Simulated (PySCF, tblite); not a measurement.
# C4H10AsB: dynamics, then NMR shifts on frames

How do NMR shifts of C4H10AsB (`C=CC[AsH]BC`) change as the atoms move?

The runs use tblite 0.8.0 and PySCF 2.14.0, with density-fitted response routines of our own; the level of theory stands in each step. All values are computed, except where a source is named. Atoms count from 0, in the outputs and in this text.

### 1 The starting structure

16 atoms, charge 0, multiplicity 1; geometry from: GFN2-xTB.

Bonds of the start (Å): C0–C1 1.32, C1–C2 1.48, C2–As3 2.02, As3–B4 2.00, B4–C5 1.57, C0–H6 1.08, C0–H7 1.08, C1–H8 1.08, C2–H9 1.09, C2–H10 1.09, As3–H11 1.51, B4–H12 1.18, C5–H13 1.09, C5–H14 1.09, C5–H15 1.09.

### 2 A short Langevin run with GFN2-xTB

What the job is given:

```
{"job": {"kind": "md", "xc": "GFN2-xTB", "basis": "xTB", "temperature": 600, "steps": 2000, "every": 50, "frames": 5}, "charge": 0, "multiplicity": 1}
C     -2.970593     0.312913     0.931738
C     -2.350102    -0.325985    -0.045981
C     -0.983828    -0.889440     0.056847
As     0.306300     0.174948    -1.079792
B      1.940496    -0.397219    -0.077114
C      2.986707     0.628195     0.484998
H     -3.958461     0.723888     0.811258
H     -2.515139     0.441819     1.900925
H     -2.831017    -0.438826    -1.011551
H     -0.955637    -1.911371    -0.332418
H     -0.643629    -0.900241     1.093504
H      0.126004     1.464750    -0.316660
H      2.128925    -1.545415     0.098664
H      4.010734     0.257325     0.493539
H      2.727657     0.816479     1.530327
H      2.973985     1.597126    -0.014729
```

Method: GFN2-xTB Langevin dynamics, gas phase.

Started as:

```console
$ OMP_NUM_THREADS=1 python probes_run.py task.json out
```

One launch serves the whole session: the jobs run in the order shown.

The log of the run:

```text
t/fs     T/K      E/eV
    0.0   487.9   -467.88879
   25.0   258.1   -467.22581
   50.0   435.0   -467.16523
   75.0   459.6   -466.88791
  100.0   553.8   -466.89616
  125.0   659.7   -467.07193
  150.0   758.1   -466.94990
  175.0   743.7   -466.81420
  200.0   854.8   -466.91894
  225.0   603.0   -466.79220
  250.0   472.5   -466.80959
  275.0   580.2   -466.97383
  300.0   879.8   -467.01611
  325.0   719.3   -466.81973
  350.0   689.4   -466.80844
  375.0   591.7   -466.66376
  400.0   628.9   -466.78266
  425.0   644.2   -466.89632
  450.0   583.4   -466.60132
  475.0   726.6   -466.89502
  500.0   639.8   -466.74493
  525.0   517.4   -466.93307
  550.0   521.0   -466.82032
  575.0   693.1   -466.95536
  600.0   680.8   -466.78306
  625.0   636.1   -466.68274
  650.0   775.5   -467.20763
  675.0   500.7   -466.72414
  700.0   588.8   -466.79800
  725.0   512.6   -466.99994
  750.0   513.3   -466.84154
  775.0   595.5   -466.90724
  800.0   513.1   -466.44425
  825.0   592.3   -466.84256
  850.0   421.8   -466.43506
  875.0   568.5   -466.77224
  900.0   617.5   -466.72405
  925.0   543.9   -466.46129
  950.0   611.2   -466.77745
  975.0   812.4   -466.79013
 1000.0   520.1   -466.75419
```

It took 9.2 s on 1 thread of Arm Neoverse V2, shared host; peak memory 0.18 GiB.

Distance from the start (root mean square after alignment): 0 fs 0.00 Å, 200 fs 0.36 Å, 400 fs 1.08 Å, 600 fs 1.77 Å, 800 fs 2.03 Å, 1000 fs 1.80 Å.

Positions (Å) and forces (eV/Å) at 1000 fs:

```xyz
16

C    -1.990    0.810    2.560   -3.192   -1.205    0.451
C    -1.876    0.980    1.245    1.081   -0.264    1.499
C    -0.519    1.207    0.621   -2.588   -0.153   -1.239
As   -0.579    0.006   -1.001    1.126   -0.719   -0.372
B    -0.753   -1.579    0.214    0.002    0.287    0.081
C     0.274   -2.692    0.648    0.460   -0.037    0.879
H    -3.059    0.576    3.096    2.409    0.676   -1.483
H    -1.195    0.571    3.221    0.576    0.557    0.244
H    -2.696    0.866    0.584   -0.794    0.488   -0.401
H     0.174    1.129    1.376    1.959   -0.444    1.261
H    -0.567    2.225    0.270    0.347    0.572   -0.397
H     0.916   -0.458   -1.253   -0.384    0.781    0.116
H    -1.734   -1.447    0.866    0.172   -0.573    0.091
H    -0.385   -3.488    1.032    0.768   -0.213   -0.170
H     0.813   -2.298    1.562   -0.672   -0.235   -0.665
H     1.133   -3.099    0.044   -1.268    0.480    0.106
```

### 3 Nuclear shieldings: 250 fs, PBE0/pcSseg-1

What the job is given:

```
{"job": {"kind": "nmr", "xc": "PBE0", "basis": "pcSseg-1", "pop": false}, "charge": 0, "multiplicity": 1}
C     -3.443500     0.866800    -0.040700
C     -3.054300    -0.378300     0.307400
C     -1.599800    -0.742100     0.768700
As    -0.153200    -0.923900    -0.578100
B      1.212300    -0.383400     0.954500
C      2.725700    -0.151400     0.450500
H     -4.514600     1.066000    -0.179400
H     -2.852700     1.759900    -0.107300
H     -3.798800    -1.149700     0.394200
H     -1.591000    -1.670900     1.274000
H     -1.126700    -0.078300     1.361500
H     -0.400700     0.467500    -1.110400
H      1.091200    -0.336000     2.102700
H      3.113500    -0.957100    -0.176400
H      3.379100    -0.025700     1.337300
H      2.873200     0.619200    -0.391900
```

Level: GIAO PBE0/pcSseg-1 NMR shielding, non-relativistic, gas phase.

The log of the run:

```text
coarse grid: 57952 points
cycle   1  E = -2418.2635028697  dE = -5.831e-01  |g| = 7.705e-01  |ddm| = 3.546e+00
cycle   2  E = -2418.2564844381  dE =  7.018e-03  |g| = 6.420e-01  |ddm| = 7.747e-01
cycle   3  E = -2418.3170695699  dE = -6.059e-02  |g| = 1.199e-01  |ddm| = 5.332e-01
cycle   4  E = -2418.3203277926  dE = -3.258e-03  |g| = 3.069e-02  |ddm| = 1.642e-01
cycle   5  E = -2418.3206087637  dE = -2.810e-04  |g| = 7.925e-03  |ddm| = 4.033e-02
cycle   6  E = -2418.3206241880  dE = -1.542e-05  |g| = 1.831e-03  |ddm| = 8.045e-03
cycle   7  E = -2418.3206247838  dE = -5.957e-07  |g| = 1.123e-03  |ddm| = 2.368e-03
final grid: 122840 points
cycle   8  E = -2418.3206632969  dE =  6.421e-07  |g| = 1.996e-03  |ddm| = 3.116e-03
cycle   9  E = -2418.3206608285  dE =  2.468e-06  |g| = 3.640e-03  |ddm| = 4.337e-03
cycle  10  E = -2418.3206643457  dE = -3.517e-06  |g| = 1.290e-04  |ddm| = 2.827e-03
cycle  11  E = -2418.3206643499  dE = -4.194e-09  |g| = 1.039e-05  |ddm| = 1.222e-04
cycle  12  E = -2418.3206643499  dE = -1.955e-11  |g| = 4.648e-06  |ddm| = 1.999e-05
converged SCF energy = -2418.3206643499

GIAO shielding tensors (ppm)
atom      isotropic    diamagn.    paramagn.     s11        s22        s33       span
  0 C       57.394     250.470    -193.076    -63.039     69.389    165.832    228.871
  1 C       34.791     252.029    -217.238    -92.381     41.074    155.679    248.060
  2 C      170.288     252.615     -82.328    131.420    167.689    211.754     80.333
  3 As    1571.476    2879.484   -1308.008   1426.380   1566.509   1721.538    295.158
  4 B      -23.371     191.158    -214.530   -131.755    -44.380    106.022    237.777
  5 C      158.750     252.024     -93.273    106.916    183.051    186.284     79.368
  6 H       25.846      24.991       0.856     22.950     24.837     29.752      6.802
  7 H       25.976      32.320      -6.344     21.995     25.304     30.630      8.634
  8 H       24.907      27.971      -3.064     22.264     24.601     27.856      5.592
  9 H       30.738      33.222      -2.484     25.284     29.926     37.005     11.721
 10 H       28.997      36.078      -7.082     20.455     29.923     36.612     16.157
 11 H       28.284      32.853      -4.569     20.699     25.926     38.227     17.527
 12 H       20.838      31.016     -10.177      8.986     25.942     27.587     18.602
 13 H       29.661      30.203      -0.542     25.620     29.568     33.794      8.173
 14 H       28.838      27.852       0.986     24.705     27.461     34.349      9.644
 15 H       28.205      29.543      -1.339     24.852     27.910     31.852      7.000
```

Run time: 18 s. Hardware: 1 thread of Arm Neoverse V2, shared host; peak memory 0.87 GiB.

The references, computed at this level on geometries of the same kind, shield at (ppm): 1H TMS 31.72, 13C TMS 186.9, 11B BF3·OEt2 100.1, 75As AsH3 1989. Their shielding less the atom's gives the shift. The references are single molecules in the gas phase. Shifts against hydride references such as AlH4− lie on their own scale. Each atom is listed at this fixed geometry, with no averaging over motion; a spectrum would average atoms that exchange fast.

```
atoms                                  environment  σ (ppm)  δ (ppm)
   C1                                    alkene CH     34.8    152.1
   C0                         terminal =CH2 carbon     57.4    129.5
   C5                    methyl carbon bonded to B    158.8     28.2
   C2                 allylic sp3 CH2 bonded to As    170.3     16.6
  H12          hydrogen on a boron bonded to C, As    20.84    10.88
   H8                     hydrogen on an alkene CH    24.91     6.81
   H6           hydrogen on a terminal =CH2 carbon    25.85     5.87
   H7           hydrogen on a terminal =CH2 carbon    25.98     5.74
  H15      hydrogen on a methyl carbon bonded to B    28.20     3.51
  H11        hydrogen on an arsenic bonded to C, B    28.28     3.43
  H14      hydrogen on a methyl carbon bonded to B    28.84     2.88
  H10  hydrogen on an allylic sp3 CH2 bonded to As    29.00     2.72
  H13      hydrogen on a methyl carbon bonded to B    29.66     2.06
   H9  hydrogen on an allylic sp3 CH2 bonded to As    30.74     0.98
  As3                    arsenic bonded to C, B, H     1571      417
   B4                     boron bonded to C, As, H    -23.4    123.4
```

### 4 Nuclear shieldings: 425 fs, PBE0/pcSseg-1

What the job is given:

```
{"job": {"kind": "nmr", "xc": "PBE0", "basis": "pcSseg-1", "pop": false}, "charge": 0, "multiplicity": 1}
C     -4.578300     0.223100     0.559000
C     -3.454100    -0.480800     0.687100
C     -2.255600     0.061600     1.426000
As    -0.766400    -0.381200    -0.006300
B      0.598700    -1.458000     0.689300
C      1.986100    -1.666400    -0.083100
H     -5.401000    -0.153500    -0.030900
H     -4.645400     1.163800     1.108900
H     -3.125500    -1.295400     0.168300
H     -2.121800    -0.520700     2.338000
H     -2.270800     1.158600     1.712500
H      0.048500     1.005400     0.030500
H      0.354000    -2.155800     1.612200
H      2.222200    -2.595400    -0.479700
H      2.731600    -1.513300     0.637200
H      2.104300    -0.960100    -0.898300
```

Method: GIAO PBE0/pcSseg-1 NMR shielding, non-relativistic, gas phase.

The log of the run:

```text
coarse grid: 57952 points
cycle   1  E = -2418.2616029338  dE = -4.071e-01  |g| = 7.860e-01  |ddm| = 3.545e+00
cycle   2  E = -2418.2563892277  dE =  5.214e-03  |g| = 6.594e-01  |ddm| = 8.180e-01
cycle   3  E = -2418.3209318093  dE = -6.454e-02  |g| = 1.082e-01  |ddm| = 5.564e-01
cycle   4  E = -2418.3234188820  dE = -2.487e-03  |g| = 2.776e-02  |ddm| = 1.553e-01
cycle   5  E = -2418.3236581304  dE = -2.392e-04  |g| = 6.882e-03  |ddm| = 4.370e-02
cycle   6  E = -2418.3236689920  dE = -1.086e-05  |g| = 1.438e-03  |ddm| = 6.898e-03
cycle   7  E = -2418.3236694392  dE = -4.472e-07  |g| = 6.230e-04  |ddm| = 1.797e-03
final grid: 122840 points
cycle   8  E = -2418.3236840559  dE =  3.646e-08  |g| = 8.514e-04  |ddm| = 2.261e-03
cycle   9  E = -2418.3236838406  dE =  2.152e-07  |g| = 1.229e-03  |ddm| = 1.797e-03
cycle  10  E = -2418.3236842562  dE = -4.156e-07  |g| = 7.978e-05  |ddm| = 1.054e-03
cycle  11  E = -2418.3236842579  dE = -1.648e-09  |g| = 1.602e-05  |ddm| = 9.042e-05
cycle  12  E = -2418.3236842579  dE = -5.230e-11  |g| = 5.389e-06  |ddm| = 1.792e-05
converged SCF energy = -2418.3236842579

GIAO shielding tensors (ppm)
atom      isotropic    diamagn.    paramagn.     s11        s22        s33       span
  0 C       67.446     251.954    -184.508    -44.653     92.300    154.690    199.343
  1 C       33.371     263.564    -230.193    -90.955     40.062    151.006    241.961
  2 C      138.528     249.909    -111.381    120.704    137.330    157.550     36.846
  3 As    1458.215    2880.977   -1422.762   1185.163   1470.399   1719.083    533.920
  4 B       -0.099     193.245    -193.344   -106.810    -22.325    128.837    235.647
  5 C      176.170     252.557     -76.387    146.326    181.972    200.212     53.886
  6 H       26.201      26.902      -0.701     22.576     25.195     30.831      8.255
  7 H       25.802      28.897      -3.095     22.140     24.980     30.286      8.147
  8 H       26.007      34.519      -8.512     19.807     24.303     33.911     14.104
  9 H       28.289      31.890      -3.601     24.212     27.314     33.342      9.130
 10 H       28.094      32.340      -4.246     24.150     27.052     33.079      8.929
 11 H       25.562      30.640      -5.078     18.716     23.799     34.172     15.457
 12 H       22.185      30.465      -8.280     13.485     25.263     27.807     14.322
 13 H       31.800      30.610       1.190     27.788     28.736     38.875     11.087
 14 H       31.869      31.061       0.809     28.150     28.858     38.600     10.450
 15 H       30.539      33.358      -2.819     26.402     31.897     33.317      6.915
```

Run time: 17 s. Hardware: 1 thread of Arm Neoverse V2, shared host; peak memory 0.88 GiB.

Key values: δ C1 153.6, C0 119.5, C2 48.4, C5 10.8, H12 9.53, H11 6.15 ppm.

(Part 1 of 2 ends here.)
